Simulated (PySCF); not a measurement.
**KC+: bond curves at several levels of theory**

Aim: find the lowest electronic state of KC+, scan its bond at several levels of theory, and get bond length, wavenumber and dissociation energy from each curve.

The runs use PySCF 2.14.0; K x2c-SVPall, C x2c-SVPall, spin-free X2C with a Gaussian nucleus.

**1. Input**

Settings of the job:

```json
{"atoms": "K, C", "charge": "1", "basis": "K x2c-SVPall, C x2c-SVPall", "Hamiltonian": "spin-free X2C with a Gaussian nucleus", "basis functions": "38", "electrons treated": "24", "masses in u": "38.9637, 12.0000", "levels": "PBE0, PBE, r²SCAN, M06-2X, BP86, r²SCAN0, ωB97X, HF, MP2, SCS-MP2, CCSD, CCSD(T)", "grid": "80 radial by 434 angular points", "occupations": "held fixed by the projection of orbital angular momentum", "dissociation limit": "K+ + C, each in its ground configuration", "starting distance in angstrom": "2.755", "values of 2S to try": "0, 2"}
```

Started as:

```bash
> OMP_NUM_THREADS=1 python dia.py task.json out
```

Further steps of the session: First curve: PBE0; Higher solutions at PBE0; PBE (GGA); r²SCAN (meta-GGA); M06-2X (hybrid meta-GGA); BP86; r²SCAN0 (hybrid meta-GGA); ωB97X (range-separated hybrid); UHF; MP2 and coupled cluster.

**Question.** What will these runs give? Wanted: for each run, Re; ωe; De; μ.

**Answer**, as computed:

Lowest PBE0 solution found, without spin–orbit coupling: ³Π (triplet), unpaired electrons σ ↑, π ↑. State 3 has its PBE0 minimum 0.45 eV higher, as a spin-mixed determinant (⟨S²⟩ = 1.00), so this is no gap between pure states. The other levels ran on the lowest alone.

```
      level  Re (Å)  ωe (cm⁻¹)  De (eV)  μ (D)
        UHF   3.335      106.2    0.144  -3.06
    UHF-MP2   3.299      113.0    0.169    n/a
UHF-SCS-MP2   3.309      111.6    0.164    n/a
   UHF-CCSD   3.307      112.4    0.169    n/a
UHF-CCSD(T)   3.305      112.7    0.171    n/a
        PBE   3.240      116.4    0.214  -2.78
       BP86   3.292      104.9    0.175  -2.88
     r²SCAN   3.253      112.4    0.178  -2.88
       PBE0   3.230      115.9    0.190  -2.85
    r²SCAN0   3.230      115.1    0.174  -2.88
     M06-2X   3.157      131.4    0.203  -2.80
      ωB97X   3.180      123.8    0.189  -2.82
```

De is counted to K+ + C in their ground configurations. A positive dipole points from K to C; in an ion it is taken about the centre of mass and does not tell which atom is negative.

The methods spread over 0.178 Å in bond length, from M06-2X to UHF. CCSD(T) can't serve as the judge here: for a weak bond in this basis it is far from its limit. Of the levels with a De here, UHF gives the least (0.144 eV) and PBE the most (0.214 eV).

Correlated steps freeze 6 core orbitals. The bond is weak, and basis-set superposition, which was not computed, may be a sizeable part of it.
